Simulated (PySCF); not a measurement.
# B2FH6P: electronic excitations and core binding energies

Aim: predict the electronic excitations and core binding energies of B2FH6P (`B[B@@H-](F)[PH3+]`).

Computed with PySCF 2.14.0, with density-fitted response routines of our own, on a single molecule in the gas phase. Atoms count from 0, in the outputs and in this text.

### Step 1. Starting geometry

10 atoms, charge 0, multiplicity 1; geometry from: GFN2-xTB.

Bonds of the start (Å): B0–B1 1.67, B1–F2 1.43, B1–P3 2.01, B0–H4 1.17, B0–H5 1.17, B1–H6 1.20, P3–H7 1.38, P3–H8 1.39, P3–H9 1.38.

### Step 2. Ultraviolet spectrum: wB97X-D/def2-SVPD

What the job is given:

```
{"job": {"kind": "uv", "xc": "wB97X-D", "basis": "def2-SVPD", "nstates": 8, "ntriplets": 3}, "charge": 0, "multiplicity": 1}
B      1.763986     0.323088     0.342002
B      0.468064    -0.605643    -0.162817
F     -0.100171    -1.598419     0.691805
P     -1.324596     0.295873    -0.235052
H      1.914856     1.423797    -0.039736
H      2.625351    -0.098877     1.014460
H      0.621545    -1.056732    -1.265176
H     -2.290657    -0.646122    -0.526401
H     -1.900523     1.385247    -0.882628
H     -1.768973     0.582442     1.041014
```

With the program's defaults for keys left out, this is: TDDFT wB97X-D/def2-SVPD, vertical, gas phase, core orbitals frozen in the response.

Command:

```sh
> OMP_NUM_THREADS=1 python probes_run.py task.json out
```

One launch serves the whole session: the jobs run in the order shown.

Log:

```text
coarse grid: 8608 points
cycle   1  E = -494.1014682417  dE =  1.843e-01  |g| = 5.245e-01  |ddm| = 3.464e+00
cycle   2  E = -494.0967216796  dE =  4.747e-03  |g| = 6.616e-01  |ddm| = 1.341e+00
cycle   3  E = -494.1671606832  dE = -7.044e-02  |g| = 3.891e-02  |ddm| = 5.680e-01
cycle   4  E = -494.1676964183  dE = -5.357e-04  |g| = 1.533e-02  |ddm| = 1.375e-01
cycle   5  E = -494.1677837502  dE = -8.733e-05  |g| = 3.082e-03  |ddm| = 4.457e-02
cycle   6  E = -494.1677881764  dE = -4.426e-06  |g| = 7.286e-04  |ddm| = 1.087e-02
final grid: 78184 points
cycle   7  E = -494.2243898589  dE = -6.887e-05  |g| = 4.810e-03  |ddm| = 1.084e-01
cycle   8  E = -494.2243909636  dE = -1.105e-06  |g| = 5.187e-03  |ddm| = 1.859e-02
cycle   9  E = -494.2243951804  dE = -4.217e-06  |g| = 4.790e-04  |ddm| = 4.137e-03
cycle  10  E = -494.2243952888  dE = -1.084e-07  |g| = 1.661e-04  |ddm| = 1.970e-03
cycle  11  E = -494.2243953044  dE = -1.558e-08  |g| = 4.386e-05  |ddm| = 5.383e-04
cycle  12  E = -494.2243953065  dE = -2.067e-09  |g| = 1.563e-05  |ddm| = 1.472e-04
cycle  13  E = -494.2243953068  dE = -3.154e-10  |g| = 4.354e-06  |ddm| = 6.124e-05
converged SCF energy = -494.2243953068

Static polarisability (au): isotropic 58.598, principal 49.372 54.379 72.044

Singlet excitations
state   eV       nm        f      main configurations
  1   4.5346    273.4   0.00329   H->L 0.93
  2   5.9002    210.1   0.00954   H-2->L 0.62, H-1->L 0.33
  3   6.6342    186.9   0.04653   H-1->L 0.57, H-2->L 0.30
  4   6.7247    184.4   0.01020   H->L+1 0.77, H->L+3 0.13
  5   7.0704    175.4   0.05495   H->L+2 0.76
  6   7.3799    168.0   0.06500   H->L+4 0.54, H->L+3 0.14
  7   7.5724    163.7   0.03828   H->L+3 0.52, H->L+1 0.16, H->L+4 0.15
  8   7.7959    159.0   0.01597   H-1->L+2 0.51, H-1->L+1 0.29, H-1->L+3 0.13

Triplet excitations (Tamm-Dancoff, eV): 3.8268 5.3066 6.1204
```

It took 17 s on 1 thread of Arm Neoverse V1, shared host; peak memory 0.51 GiB.

The orbitals next to the gap, with their largest atomic shares:

| orbital | eV | atoms |
| --- | --- | --- |
| HOMO−3 | -12.81 | F2 48 %, B0 14 %, B1 12 % |
| HOMO−2 | -11.25 | B0 41 %, H4 22 %, H5 18 % |
| HOMO−1 | -10.43 | P3 25 %, F2 23 %, B1 18 % |
| HOMO | -9.35 | B0 29 %, B1 28 %, F2 17 % |
| LUMO | 0.48 | B0 46 %, B1 18 %, H4 10 % |
| LUMO+1 | 1.86 | P3 36 %, B0 16 %, B1 15 % |
| LUMO+2 | 1.99 | P3 47 %, H9 22 %, H8 9 % |

With each of the 8 states as a Gaussian band of 0.4 eV half-width at 1/e, the curve within the window shown has maxima at 273 nm (ε 130), 169 nm (ε 5,400) L/(mol cm). Beyond the last state computed it falls off for lack of states. The curve at chosen wavelengths:

nm, ε (L/mol/cm) and a bar:
```
      153        758 ####
      159       2802 ################
      166       5173 ##############################
      172       5237 ##############################
      179       4207 ########################
      185       3342 ###################
      192       2068 ############
      198       1091 ######
      205        579 ###
      211        439 ##
      217        318 ##
      224        166 #
      230         76 
      237         30 
      243         25 
      250         45 
      256         75 
      262        105 #
      269        129 #
      275        133 #
      282        118 #
      288         95 
      295         66 
      301         45 
      308         26 
      314         15
```

Leading natural transition orbitals of singlet state 6: the hole lies on B0, B1 about 25 % each; H6 17 %; F2 17 %; the particle on H7 19 %; B1 19 %; P3 15 %.

Leading natural transition orbitals of singlet state 1: the hole lies on B0, B1 about 29 % each; F2 10 %; H4, H5, H6 about 9 % each; the particle on B0 55 %; H4, H5 about 14 % each; H6 6 %.

Further results of this job:

| property | computed |
| --- | --- |
| dipole moment (D) | 4.25 |
| polarisability (Å³) | 8.68 |
| HOMO–LUMO gap (eV) | 9.83 |
| −ε(HOMO) (eV) | 9.35 |

Orbitals, density, ELF and potential are computed afterwards from the orbital file.

Frontier orbitals at wB97X-D/def2-SVPD, with the share of their density that lies nearest to each atom:

| orbital | energy (eV) | lies on |
| --- | --- | --- |
| HOMO | -9.35 | B0, B1 about 26 % each; F2 15 %; H6 15 % |
| LUMO | 0.48 | B0 45 %; H4, H5 about 14 % each; H6 7 % |

ELF in a plane through or near 5 of the atoms.

Ten even steps from ' ' (0.00) to '@' (1.00):
```
                                                        
                                                        
                                                        
              ::++**==..                                
            --%%@@@@@@++..        --####**..            
          ..++@@@@@@@@##..      ::##@@@@@@**..          
          ..++@@@@@@@@##..  ..::==%%@@@@@@##--          
          ..--%%@@@@@@++::  ==**++##@@@@@@++..          
        ::==++++::..==****--##**..--::**==..            
      ..**%%@@##  ====@@%%++%%++::**..==++--..          
      ..##@@@@@@----@@%%::..##%%::  ++@@@@@@##..        
        **@@@@##==++%%::==++--++++##@@@@@@@@@@--        
        ..====::..::--....::--..  --@@@@@@@@@@::        
                      ..::====..    ++@@@@@@**          
                      ..::====--..    ..--..            
                        ..----::..                      
                          ....                          
                                                        
                                                        
                                                        
```
The map spans 10.7 Å across and 8.4 Å up, centred on the molecule. Atoms in the plane (x, y in Å): B0 (-1.8, 0.4), B1 (-0.4, -0.6), P3 (1.4, 0.3), H4 (-1.9, 1.5), H7 (2.3, -0.7).

On the surface of density 0.002 e/bohr³ the electrostatic potential runs, from the 1st to the 99th percentile, from -1.56 V near F2 to 1.67 V near H8.

### Step 3. Core-electron binding energies: SCAN, X2C

Settings changed since step 2:

```diff
@@ -1,2 +1,2 @@
-{"job": {"kind": "uv", "xc": "wB97X-D", "basis": "def2-SVPD", "nstates": 8, "ntriplets": 3}, "charge": 0, "multiplicity": 1}
+{"job": {"kind": "xps"}, "charge": 0, "multiplicity": 1}
 B      1.763986     0.323088     0.342002
```

Method: delta-SCF UKS SCAN, pcX-2 on the ionised atom, pcseg-1 elsewhere, spin-free X2C.

Log:

```text
ground state, core basis on atom 0 (B), 121 functions
  cycle   1  E = -495.17605895  |g| = 5.05e-01
  cycle   2  E = -494.98484906  |g| = 1.13e+00
  cycle   3  E = -495.23628653  |g| = 1.06e-01
  cycle   4  E = -495.23888866  |g| = 4.73e-02
  cycle   5  E = -495.23953928  |g| = 9.95e-03
  cycle   6  E = -495.23957377  |g| = 2.13e-03
  cycle   7  E = -495.23957051  |g| = 4.80e-04
  E(ground) = -495.25899449 Eh
hole in B 1s of atom 0
  cycle   1  E = -487.65890806  |g| = 1.14e+00
  cycle   2  E = -485.90507072  |g| = 1.93e+00
  cycle   3  E = -487.85094626  |g| = 6.91e-01
  cycle   4  E = -488.03731657  |g| = 2.45e-01
  cycle   5  E = -488.03150362  |g| = 2.19e-01
  cycle   6  E = -488.06807389  |g| = 3.25e-02
  cycle   7  E = -488.06895259  |g| = 2.84e-02
  cycle   8  E = -488.06950752  |g| = 1.78e-02
  cycle   9  E = -488.06980190  |g| = 9.14e-03
  cycle  10  E = -488.06991398  |g| = 3.63e-03
  cycle  11  E = -488.06993081  |g| = 2.12e-03
  cycle  12  E = -488.06993685  |g| = 1.05e-03
  cycle  13  E = -488.06993926  |g| = 3.34e-04
  E(ion) = -488.08903856 Eh   <S^2> = 0.9330   hole on atom = 1.000   binding energy = 195.104 eV
ground state, core basis on atom 1 (B), 121 functions
  cycle   1  E = -495.24321138  |g| = 5.34e-02
  cycle   2  E = -495.24307722  |g| = 3.99e-02
  cycle   3  E = -495.24340352  |g| = 1.86e-02
  cycle   4  E = -495.24346694  |g| = 7.35e-03
  cycle   5  E = -495.24347577  |g| = 7.85e-04
  cycle   6  E = -495.24347539  |g| = 1.31e-04
  E(ground) = -495.26329597 Eh
hole in B 1s of atom 1
  cycle   1  E = -487.64227221  |g| = 1.17e+00
  cycle   2  E = -486.91797567  |g| = 1.59e+00
  cycle   3  E = -488.01016121  |g| = 3.16e-01
  cycle   4  E = -488.04499398  |g| = 2.02e-01
  cycle   5  E = -488.05675007  |g| = 5.71e-02
  cycle   6  E = -488.05826583  |g| = 1.05e-02
  cycle   7  E = -488.05832093  |g| = 5.83e-03
  cycle   8  E = -488.05834711  |g| = 1.64e-03
  cycle   9  E = -488.05834977  |g| = 7.12e-04
  cycle  10  E = -488.05835090  |g| = 2.05e-04
  E(ion) = -488.07965475 Eh   <S^2> = 0.7709   hole on atom = 1.000   binding energy = 195.477 eV
ground state, core basis on atom 2 (F), 121 functions
  cycle   1  E = -495.29068757  |g| = 1.24e-01
  cycle   2  E = -495.28961975  |g| = 1.03e-01
  cycle   3  E = -495.29038033  |g| = 7.09e-02
  cycle   4  E = -495.29106399  |g| = 3.29e-03
  cycle   5  E = -495.29107008  |g| = 4.39e-04
  E(ground) = -495.31206731 Eh
hole in F 1s of atom 2
  cycle   1  E = -468.98821319  |g| = 2.59e+00
  cycle   2  E = -468.93393525  |g| = 2.13e+00
  cycle   3  E = -469.86269972  |g| = 2.87e-01
  cycle   4  E = -469.88331721  |g| = 1.09e-01
  cycle   5  E = -469.89091707  |g| = 2.64e-02
  cycle   6  E = -469.89134548  |g| = 6.98e-03
  cycle   7  E = -469.89137584  |g| = 1.71e-03
  cycle   8  E = -469.89137809  |g| = 3.76e-04
  E(ion) = -469.91881724 Eh   <S^2> = 0.7566   hole on atom = 1.000   binding energy = 690.986 eV
ground state, core basis on atom 3 (P), 132 functions
  cycle   1  E = -495.36162507  |g| = 3.49e-01
  cycle   2  E = -495.35905009  |g| = 1.53e-01
  cycle   3  E = -495.35588575  |g| = 2.06e-01
  cycle   4  E = -495.36282190  |g| = 9.85e-03
  cycle   5  E = -495.36285139  |g| = 2.53e-03
  cycle   6  E = -495.36285236  |g| = 2.91e-04
  E(ground) = -495.35175288 Eh
hole in P 1s of atom 3
  cycle   1  E = -415.14952200  |g| = 4.72e+00
  cycle   2  E = -411.93525941  |g| = 2.86e+00
  cycle   3  E = -402.80530112  |g| = 3.13e+00
  cycle   4  E = -416.14303266  |g| = 5.09e-01
  cycle   5  E = -416.18711223  |g| = 4.75e-01
  cycle   6  E = -416.27638220  |g| = 1.67e-01
  cycle   7  E = -416.28577856  |g| = 4.78e-02
  cycle   8  E = -416.28674988  |g| = 8.63e-03
  cycle   9  E = -416.28679672  |g| = 2.23e-03
  cycle  10  E = -416.28679891  |g| = 6.06e-04
  cycle  11  E = -416.28679868  |g| = 2.00e-04
  E(ion) = -416.27618075 Eh   <S^2> = 0.7518   hole on atom = 1.000   binding energy = 2151.756 eV
hole in P 2p of atom 3
  cycle   1  E = -489.88481802  |g| = 1.39e+00
  cycle   2  E = -487.33912463  |g| = 2.14e+00
  cycle   3  E = -489.93356994  |g| = 6.47e-01
  cycle   4  E = -490.24707380  |g| = 2.15e-01
  cycle   5  E = -490.25224269  |g| = 1.87e-01
  cycle   6  E = -490.26525075  |g| = 4.20e-02
  cycle   7  E = -490.26601194  |g| = 1.14e-02
  cycle   8  E = -490.26608349  |g| = 3.40e-03
  cycle   9  E = -490.26609146  |g| = 8.89e-04
  cycle  10  E = -490.26609230  |g| = 4.30e-04
  E(ion) = -490.26400268 Eh   <S^2> = 0.7532   hole on atom = 1.002   binding energy = 138.445 eV
  2p3/2 = 138.217 eV   2p1/2 = 139.109 eV
```

It took 24 s on 1 thread of Arm Neoverse V1, shared host; peak memory 0.42 GiB.

The holes in one table. −ε is the ground-state orbital energy:

| hole | stands for | environment | ΔSCF (eV; 2p as the shell's mean) | −ε (eV) | ⟨S²⟩ |
| --- | --- | --- | --- | --- | --- |
| B1s on B0 | B0 | boron bonded to B, 2 H | 195.10 (doubtful) | 179.4 | 0.933 |
| B1s on B1 | B1 | boron bonded to B, F, P, H | 195.48 | 179.9 | 0.771 |
| F1s on F2 | F2 | fluorine bonded to B | 690.99 | 665.3 | 0.757 |
| P1s on P3 | P3 | phosphorus bonded to B, 3 H | 2151.76 | 2094.2 | 0.752 |
| P2p on P3 | P3 | phosphorus bonded to B, 3 H | 138.51 | 127.2 | 0.753 |

Doubtful: the ion did not converge, its hole moved, or its ⟨S²⟩ is well above 0.75.

With the spin-orbit splitting: P3 2p3/2 138.22, 2p1/2 139.11 eV. The table gives each 2p level as the mean over the whole 2p shell (two parts 2p3/2, one part 2p1/2), which differs a little from the single hole in the log.

### Step 4. What came out

```
                                                    quantity                        value
                          lowest singlet (wB97X-D/def2-SVPD)  4.53 eV (273 nm), f = 0.003
                    brightest single state of those computed  state 6, 7.38 eV, f = 0.065
                                              lowest triplet                      3.83 eV
                       surface potential, 1st and 99th percentile           -1.56 V and 1.67 V
B1s binding energies, SCAN/pcX-2 (standing for 1 of 2 atoms)                 B1 195.48 eV
                            F1s binding energies, SCAN/pcX-2                 F2 690.99 eV
                            P1s binding energies, SCAN/pcX-2                P3 2151.76 eV
                            P2p binding energies, SCAN/pcX-2                 P3 138.51 eV
```

In words: The first singlet state (HOMO→LUMO 0.93) lies at 4.53 eV and is weak; of the 8 states computed, the strongest absorption comes from state 6 at 7.38 eV. The lowest triplet lies 0.71 eV below the lowest singlet (triplets in Tamm-Dancoff, singlets in full TDDFT).
